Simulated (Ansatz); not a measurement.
# C2H8OSi2: up Jacob's ladder to CCSD(T)

How much do the methods differ for C2H8OSi2? The plan is to run it at one geometry with functionals of several rungs and with coupled cluster, and see how far each lands from CCSD(T) at the basis-set limit for the atomisation energy.

Computed with Ansatz 0.2.0, Gaussian basis. Level: functionals in def2-TZVPP, the program's frozen cores in correlated methods.

The runs, in order: PBE-D4, r2SCAN-D4, PBE0-D4, B3LYP-D4, ωB97X-V, ωB97M-V, B2PLYP; CCSD(T)/def2-TZVPP; MP2/def2-QZVPP; extrapolation to the limit.

### 1 Structure used throughout

The geometry comes from an earlier relaxation with PBE0-D4 in a triple-zeta def2 set; it is a stationary point, not always the lowest conformer.

SMILES `[SiH3]C[SiH]1CO1`, 13 atoms, charge 0, spin multiplicity 1.

Atoms are counted from 1 here; the program's logs count them from 0.

Bond lengths: Si1–C2 1.878 Å, Si1–H6 1.488 Å, Si1–H7 1.486 Å, Si1–H8 1.486 Å, C2–Si3 1.850 Å, C2–H9 1.094 Å, C2–H10 1.095 Å, Si3–C4 1.803 Å, Si3–O5 1.660 Å, Si3–H11 1.480 Å, C4–O5 1.481 Å, C4–H12 1.089 Å, C4–H13 1.088 Å. Angles: C2–Si1–H6 110.1°, C2–Si1–H7 110.7°, C2–Si1–H8 109.8°, H6–Si1–H7 108.5°, H6–Si1–H8 108.6°, H7–Si1–H8 109.1°, Si1–C2–Si3 113.6°, Si1–C2–H9 109.0°, Si1–C2–H10 108.8°, Si3–C2–H9 108.6°, Si3–C2–H10 109.0°, H9–C2–H10 107.8°, C2–Si3–C4 123.4°, C2–Si3–O5 119.0°, C2–Si3–H11 112.6°, C4–Si3–O5 50.4°, C4–Si3–H11 120.7°, O5–Si3–H11 116.1° and more.

### 2 PBE-D4 (GGA)

in.yaml reads:

```yaml
crystal:
  periodic: [false, false, false]
  atoms:
    - {symbol: Si, position_ang: [-1.143881, 1.284561, 1.129048]}
    - {symbol: C, position_ang: [-0.040096, 1.059107, -0.373081]}
    - {symbol: Si, position_ang: [1.044754, -0.435727, -0.275564]}
    - {symbol: C, position_ang: [0.505972, -2.087957, -0.757675]}
    - {symbol: O, position_ang: [1.365685, -1.290166, -1.661861]}
    - {symbol: H, position_ang: [-0.332367, 1.222273, 2.374505]}
    - {symbol: H, position_ang: [-1.834815, 2.599720, 1.080967]}
    - {symbol: H, position_ang: [-2.161739, 0.203257, 1.172789]}
    - {symbol: H, position_ang: [-0.667419, 0.977136, -1.266072]}
    - {symbol: H, position_ang: [0.588319, 1.949248, -0.485566]}
    - {symbol: H, position_ang: [2.181683, -0.252627, 0.654878]}
    - {symbol: H, position_ang: [-0.481957, -2.272435, -1.176532]}
    - {symbol: H, position_ang: [0.996561, -2.991188, -0.400838]}
basis:
  gaussian: {orbitals: def2-TZVPP}
hamiltonian: {xc: pbe, dispersion: d4}
output: {forces: true, orbitals: {seedname: orbitals}}
```

Run with:

```bash
$ ansatz run in.yaml --threads 4 --pin off --events-out ev --progress --plain --max-ram 10444MiB
```

After this run come: r2SCAN-D4 (meta-GGA); PBE0-D4 (hybrid); B3LYP-D4 (hybrid); ωB97X-V (range-separated); ωB97M-V (range-separated); B2PLYP (double hybrid); CCSD(T) in def2-TZVPP; MP2 in def2-QZVPP.

Q: Predict the results of all the runs planned. Wanted: atomisation energy, CCSD(T)/CBS; farthest; mean size of error, hybrid; mean size of error, range-separated; gap, smallest and largest; T1 diagnostic; triples share of the correlation energy.

The runs gave:

| quantity | value |
| --- | --- |
| atomisation energy, CCSD(T)/CBS | 47.937 eV |
| functionals within 0.240 eV (0.5 %) | r2SCAN-D4, PBE0-D4, B3LYP-D4, ωB97X-V, ωB97M-V |
| farthest | B2PLYP (-0.652 eV) |
| mean size of error, hybrid | 0.175 eV |
| mean size of error, range-separated | 0.163 eV |
| gap, smallest and largest | 5.11 eV (PBE-D4), 11.59 eV (ωB97X-V) |
| T1 diagnostic | 0.0129 |
| triples share of the correlation energy | 3.9 % |

What this shows: PBE-D4 misses by +0.412 eV. Double hybrids carry the basis error of their MP2 part in triple zeta, and no dispersion term here, so their miss is partly the set-up's. The reference freezes the cores and leaves out relativity and excitations past (T), so misses under about 0.240 eV can't be ranked. Hartree-Fock recovers 73 % of the binding; the rest is correlation. Orbital gaps span 5.1 to 11.6 eV; exact exchange widens them.
